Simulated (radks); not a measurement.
**In²⁺ in [Kr] 4d9 5s1 5d1: an all-electron calculation**

One table from this session's results is given with a row withheld; the runs are named, their logs left out.

Program: radks (a radial shooting solver on a logarithmic mesh, Libxc functionals) version 1. Level of theory: Dirac Kohn-Sham, PBEsol, spin-unpolarised, spherical densities, finite nucleus; open shells fill j = l - 1/2 first. These are calculated values, not measurements, unless marked.

## The system

```
element            : indium (Z = 49)
charge             : +2
electrons          : 47
configuration      : [Kr] 4d9 5s1 5d1
nuclear rms radius : 4.6156 fm
```

The first run:

Settings of this run:

```text
Z 49
configuration [Kr] 4d9 5s1 5d1
relativity Dirac
functional pbe_sol,pbe_sol
spin unpolarised
j_filling energy
nucleus finite rms 4.6156 fm
c 137.035999084
```

One of the session's tables, all rows but one given; the rest of the session is left out.

It belongs to the step «Radial structure». Sizes of the orbitals, from the radial functions (bohr):

```
level      <r>  outermost maximum (interpolated)  90 % within  nodes
1s1/2  0.02972                            0.0192       0.0534      0
2s1/2   0.1282                             0.109        0.199      1
2p1/2   0.1085                            0.0839        0.178      0
2p3/2   0.1138                            0.0883        0.185      0
3s1/2   0.3485                             0.316        0.513      2
3p1/2   0.3395                             0.302        0.511      1
3p3/2   0.3506                             0.312        0.527      1
3d3/2   0.3223                             0.256        0.509      0
3d5/2   0.3259                             0.259        0.514      0
4s1/2   0.8444                             0.769         1.22      3
4p1/2   0.8945                             0.797         1.32      2
4p3/2   0.9237                             0.822         1.36      2
4d3/2    1.118                             0.916         1.73      1
4d5/2    1.131                             0.925         1.75      1
5s1/2        ?                                 ?            ?      ?
5d3/2    3.948                              3.48         5.79      2
5d5/2    3.975                              3.51         5.82      2
```

Q: Estimate the row for 5s1/2 from the others.

As computed: <r>: 2.214; outermost maximum (interpolated): 1.96; 90 % within: 3.21; nodes: 4. In the column «<r>» it lies between 4d5/2 (1.131) and 5d3/2 (3.948).
